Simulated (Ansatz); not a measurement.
Relaxation of a periodic cell of 35 atoms, Si₁₀GeO₂₄ (host SiO2, host structure P3_121, dopant Ge, one Si atom removed), cell charge +2, to a largest force component of 0.03 eV/Å in at most 60 steps.

These are results of DFT PBE, scalar-relativistic, plane waves, PAW (Ansatz 0.2.0), not measurements. Settings: PAW set soft_1, cutoff 420 eV, k mesh 2x2x2, gaussian smearing 0.05 eV, no spin polarisation.

```xyz
35
Lattice="-2.2915 3.9690 5.1890 4.5830 0.0000 5.1890 4.5830 7.9380 0.0000" Properties=species:S:1:pos:R:3:forces:R:3
Si -0.261 4.018 6.907 1.26 -0.96 1.36
Si 3.560 9.725 3.464 -1.20 -1.16 -0.25
Si 1.296 2.172 0.001 -3.48 0.69 -0.79
O 1.112 1.208 1.233 -1.51 0.41 0.46
O 0.695 4.344 8.172 0.01 0.23 0.16
O 2.797 2.362 4.715 0.24 0.84 0.39
O 5.049 9.479 3.951 0.58 -0.23 -0.14
O 3.414 2.788 7.388 -3.82 -5.23 2.25
O 5.265 3.590 5.668 3.94 -1.48 -4.85
Si 2.051 7.983 6.933 1.08 -2.79 -1.35
Si 1.304 5.717 3.458 -2.39 1.34 1.67
Si 3.521 6.149 -0.021 0.67 0.48 2.79
O 3.405 5.167 1.298 -1.38 1.75 -0.97
O 2.960 8.292 8.182 1.10 0.07 0.96
O 5.110 6.372 4.746 -1.39 0.88 2.08
O 2.778 5.602 3.967 3.49 -0.48 1.39
O 5.714 6.678 7.403 -0.02 1.16 -1.23
O 7.550 7.542 5.660 -0.73 1.27 0.57
Ge 4.312 4.014 6.885 5.18 -3.20 2.79
Si 3.603 1.815 3.453 -3.65 -0.93 -1.38
O 3.413 5.144 6.419 -8.03 10.29 -4.10
O 0.684 4.330 3.035 1.84 -0.66 2.61
O 0.444 6.354 4.733 3.81 0.23 -1.71
O 2.747 5.557 9.055 4.89 -0.44 2.02
O 3.428 2.778 2.185 -0.73 0.06 -0.49
O 3.010 7.600 5.582 -0.31 -0.10 0.28
Si 6.659 7.958 6.988 -6.44 -3.74 -9.27
Si 5.817 5.745 3.482 0.88 0.06 -2.34
Si 1.288 2.198 5.181 -0.36 -0.86 0.52
O 5.731 9.138 6.458 -0.85 0.55 -0.27
O 2.912 8.279 2.887 7.79 4.38 9.89
O 2.739 10.301 4.754 1.85 -0.08 -0.94
O 5.064 9.510 9.160 -1.78 -1.61 -2.57
O 5.746 6.720 2.136 -1.19 -1.48 1.67
O 0.689 3.566 5.721 0.63 0.75 -1.20
```

Where does it end, and by what steps?

The forces met the threshold. The force dipped under the threshold on the way, but the program's further checks kept it going. Limits of this set-up: coarse k mesh, no spin, though dangling bonds at a vacancy may carry it, a small cell, in which the defect meets its images, charged cell in a uniform background, uncorrected. After 33 steps the energy has fallen by 9.640 eV; O21 moved furthest, 1.24 Å. The start is strongly strained (largest force component 10 eV/Å), so its close contacts needn't be bonds. Parted: Ge19–O21 (1.52 → 3.73 Å). Joined: O4–Ge19 (3.16 → 2.03 Å), O16–O21 (2.57 → 1.35 Å), O21–O26 (2.63 → 1.37 Å).

```json
{"step": "0", "energy less start (eV)": "0.0000", "largest force component (eV/Å)": "10.291", "accepted": "yes"}
{"step": "2", "energy less start (eV)": "-5.6151", "largest force component (eV/Å)": "1.465", "accepted": "yes"}
{"step": "4", "energy less start (eV)": "-6.8443", "largest force component (eV/Å)": "2.869", "accepted": "yes"}
{"step": "6", "energy less start (eV)": "-8.6970", "largest force component (eV/Å)": "1.630", "accepted": "yes"}
{"step": "8", "energy less start (eV)": "-9.1102", "largest force component (eV/Å)": "0.376", "accepted": "yes"}
{"step": "10", "energy less start (eV)": "-9.1656", "largest force component (eV/Å)": "0.173", "accepted": "yes"}
{"step": "12", "energy less start (eV)": "-9.2343", "largest force component (eV/Å)": "0.466", "accepted": "yes"}
{"step": "14", "energy less start (eV)": "-9.2070", "largest force component (eV/Å)": "1.731", "accepted": "no"}
{"step": "16", "energy less start (eV)": "-9.3975", "largest force component (eV/Å)": "0.268", "accepted": "yes"}
{"step": "18", "energy less start (eV)": "-9.5497", "largest force component (eV/Å)": "0.750", "accepted": "yes"}
{"step": "20", "energy less start (eV)": "-9.5955", "largest force component (eV/Å)": "0.477", "accepted": "yes"}
{"step": "22", "energy less start (eV)": "-9.6103", "largest force component (eV/Å)": "0.492", "accepted": "yes"}
{"step": "24", "energy less start (eV)": "-9.6204", "largest force component (eV/Å)": "0.050", "accepted": "yes"}
{"step": "26", "energy less start (eV)": "-9.6244", "largest force component (eV/Å)": "0.056", "accepted": "yes"}
{"step": "28", "energy less start (eV)": "-9.6333", "largest force component (eV/Å)": "0.140", "accepted": "yes"}
{"step": "30", "energy less start (eV)": "-9.6396", "largest force component (eV/Å)": "0.057", "accepted": "yes"}
{"step": "32", "energy less start (eV)": "-9.6404", "largest force component (eV/Å)": "0.017", "accepted": "yes"}
{"step": "33", "energy less start (eV)": "-9.6404", "largest force component (eV/Å)": "0.017", "accepted": "yes"}
```

```xyz
35
Lattice="-2.2915 3.9690 5.1890 4.5830 0.0000 5.1890 4.5830 7.9380 0.0000" Properties=species:S:1:pos:R:3
Si -0.338 4.042 6.954
Si 3.410 9.670 3.537
Si 1.352 2.307 -0.223
O 1.150 1.482 1.265
O 0.601 4.266 8.245
O 2.782 2.359 4.811
O 5.037 9.643 3.813
O 3.294 2.856 7.517
O 5.302 3.712 5.524
Si 2.020 7.849 6.998
Si 1.444 5.736 3.415
Si 3.505 6.157 0.092
O 3.352 5.057 1.295
O 3.063 8.312 8.119
O 5.116 6.555 4.747
O 3.019 5.579 4.244
O 5.755 6.572 7.269
O 7.630 7.632 5.728
Ge 4.955 3.213 7.167
Si 3.547 1.672 3.558
O 2.892 5.872 5.554
O 1.204 4.173 3.150
O 0.608 6.416 4.609
O 2.844 5.446 9.039
O 3.403 2.656 2.265
O 2.953 7.242 5.646
Si 6.525 7.951 6.869
Si 5.785 5.830 3.459
Si 1.210 2.257 5.192
O 5.526 9.123 6.389
O 2.785 8.283 3.038
O 2.780 10.196 4.908
O 5.017 9.555 9.164
O 5.500 6.852 2.208
O 0.576 3.674 5.671
```

Whether the end is a true minimum wasn't checked by a vibrational analysis.

The run took 8.8 min on 2 threads of Arm Neoverse V1, with other jobs on the host, peak memory 0.94 GiB.
